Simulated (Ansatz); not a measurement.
# C3H7BO: up Jacob's ladder to CCSD(T)

An exercise on one series of results from a longer session: the logs are not shown, and one member is left open.

Method: functionals in def2-TZVPP, the program's frozen cores in correlated methods; program: Ansatz 0.2.0, Gaussian basis.

Plan: PBE-D4, r2SCAN-D4, PBE0-D4, B3LYP-D4, ωB97X-V, ωB97M-V, B2PLYP; CCSD(T)/def2-TZVPP; MP2/def2-QZVPP; extrapolation to the limit.

## Structure used throughout

The geometry comes from an earlier relaxation with PBE0-D4 in a triple-zeta def2 set; it is a stationary point, not always the lowest conformer.

SMILES `CB/C=C/O`, 12 atoms, charge 0, spin multiplicity 1.

Atoms are counted from 1 here; the program's logs count them from 0.

Bond lengths: C1–B2 1.568 Å, C1–H6 1.097 Å, C1–H7 1.097 Å, C1–H8 1.092 Å, B2–C3 1.524 Å, B2–H9 1.204 Å, C3–C4 1.341 Å, C3–H10 1.088 Å, C4–O5 1.341 Å, C4–H11 1.088 Å, O5–H12 0.961 Å. Angles: B2–C1–H6 109.3°, B2–C1–H7 109.3°, B2–C1–H8 117.2°, H6–C1–H7 104.7°, H6–C1–H8 107.9°, H7–C1–H8 107.9°, C1–B2–C3 125.6°, C1–B2–H9 116.6°, C3–B2–H9 117.8°, B2–C3–C4 121.7°, B2–C3–H10 121.9°, C4–C3–H10 116.4°, C3–C4–O5 123.0°, C3–C4–H11 121.6°, O5–C4–H11 115.5°, C4–O5–H12 110.3°.

The first run:

in.yaml reads:

```yaml
crystal:
  periodic: [false, false, false]
  atoms:
    - {symbol: C, position_ang: [-1.648890, 0.056275, 0.681635]}
    - {symbol: B, position_ang: [-0.173885, 0.276509, 1.164654]}
    - {symbol: C, position_ang: [1.073282, 0.141283, 0.298647]}
    - {symbol: C, position_ang: [0.997324, -0.191312, -0.998156]}
    - {symbol: O, position_ang: [2.076977, -0.317436, -1.784007]}
    - {symbol: H, position_ang: [-2.121506, -0.715104, 1.301657]}
    - {symbol: H, position_ang: [-2.232279, 0.964555, 0.875455]}
    - {symbol: H, position_ang: [-1.795519, -0.218958, -0.365277]}
    - {symbol: H, position_ang: [-0.024256, 0.578212, 2.320092]}
    - {symbol: H, position_ang: [2.071276, 0.308879, 0.697638]}
    - {symbol: H, position_ang: [0.041113, -0.377874, -1.483193]}
    - {symbol: H, position_ang: [1.813262, -0.560229, -2.675246]}
basis:
  gaussian: {orbitals: def2-TZVPP}
hamiltonian: {xc: pbe, dispersion: d4}
output: {forces: true, orbitals: {seedname: orbitals}}
```

On the command line:

```sh
ansatz run in.yaml --threads 4 --pin off --events-out ev --progress --plain --max-ram 10444MiB
```

Steps of the session up to this table: PBE-D4 (GGA); r2SCAN-D4 (meta-GGA); PBE0-D4 (hybrid); B3LYP-D4 (hybrid); ωB97X-V (range-separated); ωB97M-V (range-separated); B2PLYP (double hybrid); CCSD(T) in def2-TZVPP; MP2 in def2-QZVPP.

One table of the session follows, with a row left open; its other results are not shown here.

```
            method  atoms, summed (eV)  atomisation energy (kJ/mol)
            PBE-D4           -5891.400                       4954.3
         r2SCAN-D4           -5896.534                       4860.9
           PBE0-D4           -5892.905                       4866.6
          B3LYP-D4                   ?                            ?
           ωB97X-V           -5898.488                       4827.8
           ωB97M-V           -5897.381                       4846.3
            B2PLYP           -5895.585                       4794.5
     HF/def2-TZVPP           -5875.593                       3601.5
    MP2/def2-TZVPP           -5886.029                       4790.2
   CCSD/def2-TZVPP           -5888.712                       4636.2
CCSD(T)/def2-TZVPP           -5888.990                       4705.2
           MP2/CBS           -5887.935                       4899.0
       CCSD(T)/CBS           -5890.897                       4814.0
```

**Question.** Estimate the row for B3LYP-D4.

As computed: atoms, summed (eV): -5900.890; atomisation energy (kJ/mol): 4843.7. In the column «atoms, summed (eV)» it is the lowest.

Limits of these values: Free atoms (3 C, 1 B, 1 O, 7 H) were run apart at each level; the atomisation energy is their sum less the molecule, without zero-point or spin-orbit terms.
